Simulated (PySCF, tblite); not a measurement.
**C4H8ClSi radical: geometry, infrared bands and EPR parameters**

What infrared bands and EPR parameters should C4H8ClSi radical (`C=C[C](Cl)C[SiH3]`) show?

Programs: tblite 0.8.0 and PySCF 2.14.0, with density-fitted response routines of our own. Each step states its level of theory. These are calculated values for one molecule in the gas phase, unless marked as measured. Atoms are numbered from 0 throughout.

## Step 1: The starting structure

14 atoms, charge 0, multiplicity 2; geometry from: force field or distance geometry start.

Bonds of the start (Å): C0–C1 1.31, C1–C2 1.48, C2–Cl3 1.79, C2–C4 1.48, C4–Si5 1.89, C0–H6 1.09, C0–H7 1.09, C1–H8 1.09, C4–H9 1.10, C4–H10 1.12, Si5–H11 1.47, Si5–H12 1.48, Si5–H13 1.49.

## Step 2: Optimising the geometry with GFN2-xTB

What the job is given:

```
{"job": {"kind": "relax", "xc": "GFN2-xTB", "basis": "xTB"}, "charge": 0, "multiplicity": 2}
C     -2.534100     0.884200     0.173100
C     -1.438600     0.835600     0.897600
C     -0.164100     0.479900     0.237700
Cl    -0.552800    -0.020100    -1.432700
C      0.722500    -0.460100     0.967900
Si     2.232800    -0.713000    -0.134500
H     -2.457000     0.675400    -0.890400
H     -3.479900     1.145500     0.647300
H     -1.480000     1.036500     1.968000
H      0.986400    -0.111300     1.980800
H      0.285200    -1.483100     1.092300
H      2.170300    -1.980000    -0.880700
H      2.239700     0.436000    -1.061400
H      3.469000    -0.725800     0.692800
```

Command:

```bash
$ OMP_NUM_THREADS=1 python probes_run.py task.json out
```

One launch serves the whole session: the jobs run in the order shown.

**Question.** This job is followed by: GFN2-xTB harmonic vibrations, gas phase; UKS B3LYP, pcH-1 on C Cl H Si, non-relativistic, mean-field spin-orbit, GIAO. Predict these results of the whole session: strongest single infrared mode (GFN2-xTB); zero-point energy (GFN2-xTB); g(iso) (B3LYP); ⟨S²⟩; largest a(iso) (averaged by class); surface potential, 1st and 99th percentile.

As calculated:

```
                                 quantity                   value
strongest single infrared mode (GFN2-xTB)   2267 cm⁻¹, 318 km/mol
             zero-point energy (GFN2-xTB)           61.7 kcal/mol
                           g(iso) (B3LYP)                 2.00416
                                     ⟨S²⟩      0.773 (exact 0.75)
       largest a(iso) (averaged by class)  29Si on Si5, -74.9 MHz
    surface potential, 1st and 99th percentile      -0.58 V and 1.12 V
```

In words: Relaxing lowered the energy by 1.143 eV in 141 steps; the close pair that moved most is C1–C2, from 1.479 to 1.389 Å. All 36 modes are real, so the xTB geometry is a minimum. The strongest single mode, at 2267 cm⁻¹, moves mainly H13. GFN2-xTB is a fitted tight-binding method: band positions and strengths are rough. Its intensities can rank the bands wrongly. The largest spin populations lie on C0 (0.61 e), C2 (0.59 e). The isotropic g lies 1.8 ppt above the free-electron value.
